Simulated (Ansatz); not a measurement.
**CH6BNOSi: up Jacob's ladder to CCSD(T)**

An exercise on one series of results from a longer session: the logs are not shown, and one member is left open.

Method: functionals in def2-TZVPP, the program's frozen cores in correlated methods; program: Ansatz 0.2.0, Gaussian basis.

Plan: LDA (SPW92), PBE-D4, revPBE-D4, BLYP-D4, r2SCAN-D4, B97M-V, PBE0-D4, B3LYP-D4, r2SCANh-D4, r2SCAN0-D4, HSE06-D4, BHLYP-D4, CAM-B3LYP-D4, LC-ωPBE, ωB97X-V, ωB97M-V, B2PLYP, PBE-QIDH; CCSD(T)/def2-SVP; CCSD(T)/def2-TZVPP; MP2/def2-QZVPP; extrapolation to the limit; RPA on PBE.

## The geometry

The geometry comes from an earlier relaxation with PBE0-D4 in a triple-zeta def2 set; it is a stationary point, not always the lowest conformer.

11 atoms, charge 0, spin multiplicity 1.

Atoms are counted from 1 here; the program's logs count them from 0.

Bond lengths: B1–Si2 1.975 Å, B1–N3 1.588 Å, B1–H6 1.199 Å, B1–H7 1.198 Å, Si2–N3 1.885 Å, Si2–O5 1.695 Å, Si2–H8 1.493 Å, N3–C4 1.475 Å, N3–H9 1.008 Å, C4–O5 1.415 Å, C4–H10 1.095 Å, C4–H11 1.094 Å. Angles: Si2–B1–N3 62.8°, Si2–B1–H6 112.4°, Si2–B1–H7 118.8°, N3–B1–H6 110.4°, N3–B1–H7 116.1°, H6–B1–H7 121.9°, B1–Si2–N3 48.5°, B1–Si2–O5 105.5°, B1–Si2–H8 136.0°, N3–Si2–O5 77.8°, N3–Si2–H8 115.5°, O5–Si2–H8 109.7°, B1–N3–Si2 68.7°, B1–N3–C4 117.4°, B1–N3–H9 121.3°, Si2–N3–C4 85.1°, Si2–N3–H9 132.9°, C4–N3–H9 118.1° and more.

Set-up of the first run:

File in.yaml:

```yaml
crystal:
  periodic: [false, false, false]
  atoms:
    - {symbol: B, position_ang: [-1.439149, 0.079726, 0.209541]}
    - {symbol: Si, position_ang: [-0.120134, -1.375885, 0.003825]}
    - {symbol: N, position_ang: [0.079648, 0.427513, 0.515346]}
    - {symbol: C, position_ang: [0.999502, 0.520333, -0.633366]}
    - {symbol: O, position_ang: [1.011003, -0.807070, -1.122992]}
    - {symbol: H, position_ang: [-2.061231, -0.009027, 1.230600]}
    - {symbol: H, position_ang: [-1.905897, 0.579231, -0.774102]}
    - {symbol: H, position_ang: [0.525986, -2.375820, 0.904652]}
    - {symbol: H, position_ang: [0.352295, 0.870116, 1.378580]}
    - {symbol: H, position_ang: [0.624909, 1.216108, -1.390747]}
    - {symbol: H, position_ang: [1.998468, 0.817874, -0.300737]}
basis:
  gaussian: {orbitals: def2-TZVPP}
hamiltonian: {xc: lda}
output: {orbitals: {seedname: orbitals}}
```

Steps of the session up to this table: LDA; PBE-D4 (GGA); revPBE-D4 (GGA); BLYP-D4 (GGA); r2SCAN-D4 (meta-GGA); B97M-V (meta-GGA); PBE0-D4 (hybrid); B3LYP-D4 (hybrid); r2SCANh-D4 (hybrid); r2SCAN0-D4 (hybrid); HSE06-D4 (hybrid); BHLYP-D4 (hybrid); CAM-B3LYP-D4 (range-separated); LC-ωPBE (range-separated); ωB97X-V (range-separated); ωB97M-V (range-separated); B2PLYP (double hybrid); PBE-QIDH (double hybrid).

One of the session's tables, all rows but one given; the rest of the session is left out.

It belongs to the step «Orbital energies across the functionals». 

```
  functional  HOMO (eV)  gap (eV)
 LDA (SPW92)      -5.53      3.27
      PBE-D4      -5.42      3.35
   revPBE-D4      -5.37      3.38
     BLYP-D4      -5.31      3.36
   r2SCAN-D4      -5.61      3.78
      B97M-V      -5.73      3.79
     PBE0-D4      -6.53      5.32
    B3LYP-D4      -6.35      4.93
  r2SCANh-D4      -6.03      4.51
  r2SCAN0-D4      -6.65      5.59
    HSE06-D4      -6.13      4.55
    BHLYP-D4      -7.53      7.25
CAM-B3LYP-D4          ?         ?
     LC-ωPBE      -9.07     10.04
     ωB97X-V      -8.76      9.61
     ωB97M-V      -8.62      9.24
```

**Question.** Estimate the row for CAM-B3LYP-D4.

As computed: HOMO (eV): -7.82; gap (eV): 7.64. In the column «HOMO (eV)» it lies between ωB97M-V (-8.62) and BHLYP-D4 (-7.53).
